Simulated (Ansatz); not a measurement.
# B₂H₃OPS: basis-set convergence

An exercise on one series of results from a longer session: the logs are not shown, and one member is left open.

Method: one geometry, several basis sets; program: Ansatz 0.2.0, Gaussian basis.

Plan: PBE0-D4/def2-SVP; ωB97M-V/def2-SVP; PBE0-D4/def2-QZVPP; ωB97M-V/def2-QZVPP; the functionals' def2-TZVPP values are taken from earlier runs.

## The geometry

The geometry comes from an earlier relaxation with PBE0-D4 in a triple-zeta def2 set; it is a stationary point, not always the lowest conformer.

8 atoms, charge 0, spin multiplicity 1.

Atoms are counted from 1 here; the program's logs count them from 0.

Bond lengths: B1–O2 1.361 Å, B1–P5 1.928 Å, B1–H6 1.194 Å, O2–B3 1.380 Å, B3–S4 1.796 Å, B3–H7 1.190 Å, S4–P5 2.136 Å, P5–H8 1.424 Å. Angles: O2–B1–P5 115.1°, O2–B1–H6 120.3°, P5–B1–H6 124.6°, B1–O2–B3 119.1°, O2–B3–S4 118.4°, O2–B3–H7 120.4°, S4–B3–H7 121.2°, B3–S4–P5 94.8°, B1–P5–S4 91.8°, B1–P5–H8 92.2°, S4–P5–H8 99.7°.

The first run:

in.yaml reads:

```yaml
crystal:
  periodic: [false, false, false]
  atoms:
    - {symbol: B, position_ang: [-0.543489, 0.925011, 0.366915]}
    - {symbol: O, position_ang: [0.785540, 0.716840, 0.573951]}
    - {symbol: B, position_ang: [1.403830, -0.345591, -0.052503]}
    - {symbol: S, position_ang: [0.410517, -1.417571, -1.096789]}
    - {symbol: P, position_ang: [-1.355846, -0.225202, -0.950373]}
    - {symbol: H, position_ang: [-1.118643, 1.785427, 0.962008]}
    - {symbol: H, position_ang: [2.569540, -0.536533, 0.094460]}
    - {symbol: H, position_ang: [-2.059348, -0.959580, 0.046432]}
basis:
  gaussian: {orbitals: def2-SVP}
hamiltonian: {xc: pbe0, dispersion: d4}
output: {orbitals: {seedname: orbitals}}
```

Among the steps run: PBE0-D4 in def2-SVP; ωB97M-V in def2-SVP; PBE0-D4 in def2-QZVPP; ωB97M-V in def2-QZVPP.

One table of the session follows, with a row left open; its other results are not shown here.

It belongs to the step «Functionals by basis». 

| functional | basis | HOMO (eV) |
| --- | --- | --- |
| PBE0-D4 | def2-SVP | -7.47 |
| PBE0-D4 | def2-TZVPP | -7.47 |
| PBE0-D4 | def2-QZVPP | -7.48 |
| ωB97M-V | def2-SVP | ? |
| ωB97M-V | def2-TZVPP | -9.53 |
| ωB97M-V | def2-QZVPP | -9.55 |

**Question.** Estimate the row for ωB97M-V, def2-SVP.

**Answer.** HOMO (eV): -9.50. In the column «HOMO (eV)» it lies between ωB97M-V, def2-TZVPP (-9.53) and PBE0-D4, def2-QZVPP (-7.48).
